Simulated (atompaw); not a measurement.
# A PAW (atompaw) potential for C, from input to tests

Do these settings give a usable potential? It is generated, then checked for scattering, ghosts and hardness.

Method: atompaw 4.2.0.5, PBE, scalar-relativistic.

### Step 1. Starting point

The settings as typed:

```json
{"element": "carbon (C, Z = 6)", "type": "PAW", "frozen core": "[He]", "valence charge": "4", "reference configuration": "2s1.75 2p2.25", "partial waves": "2s (bound): rc 1.05 bohr; 2s channel at 3.4 Ry: rc 1.05 bohr; 2p (bound): rc 2.35 bohr; 2p channel at 2.6 Ry: rc 2.35 bohr; 3d channel at 0.4 Ry: rc 2.40 bohr; 3d channel at 1.45 Ry: rc 2.40 bohr", "local potential": "troulliermartins scheme with l = 3 at 0.5 Ry, radius 1.90 bohr", "core correction": "smooth core density matched at 1.95 bohr", "augmentation charge": "sinc compensation charge, radius 2.40 bohr; PAW radius 2.40 bohr; waves and projectors: custom polynom vanderbiltortho"}
```

An earlier all-electron run gives the scale for the radii.

All-electron outer shells of the reference configuration (PBE, scalar-relativistic, ld1.x):

```json
{"shell": "1s", "level (eV)": "-273.63", "outermost node (bohr)": "–", "outermost maximum (bohr)": "0.17"}
{"shell": "2s", "level (eV)": "-13.87", "outermost node (bohr)": "0.38", "outermost maximum (bohr)": "1.22"}
{"shell": "2p", "level (eV)": "-5.40", "outermost node (bohr)": "–", "outermost maximum (bohr)": "1.20"}
```

### Step 2. The generation run

The input, C.input:

```
C 6
GGA-PBE scalarrelativistic loggrid 1500 logderivrange -3 5 201
2 2 0 0 0 0
2 0 1.75
2 1 2.25
0 0 0
c
v
v
2
2.40 2.40 1.90 1.95
y
3.4
n
y
2.6
n
y
0.4
y
1.45
n
custom polynom vanderbiltortho sinc
3 0.5 troulliermartins
1.05
1.05
2.35
2.35
2.40
2.40
PWSCFOUT
UPFDX 0.0125d0 UPFXMIN -7.d0 UPFZMESH 6.d0
END
```

On the command line:

```console
$ atompaw < C.input > C.log
```

What does the calculation give? Wanted: cutoffs for 10 and 1 mRy, occupied levels; bound ghosts; largest phase difference near zero energy, channels read; lowest eigenvalue of the overlap; share of valence orbitals outside the PAW sphere; UPF file.

**Answer**, as computed:

| quantity | value |
| --- | --- |
| cutoffs for 10 and 1 mRy, occupied levels | 40 Ry and 50 Ry |
| bound ghosts | s at -59.91 eV |
| largest phase difference near zero energy, channels read | 0.002 rad |
| lowest eigenvalue of the overlap (Bessel basis) | 0.722 (s) |
| share of valence orbitals outside the PAW sphere | 2s 12 %, 2p 22 % |
| UPF file | written |

In words: It has a bound ghost (s), a state that the atom doesn't have, and that rules the file out. The potential is of middling hardness: the looser tolerance needs 40 Ry. The slowest occupied level is 2s: taken alone it needs 50 Ry to come within 1 mRy, against 12 Ry for 2p. Near zero energy the phases of the channels with partial waves agree within 0.002 rad. These are tests on the free atom; a crystal test is still owed.
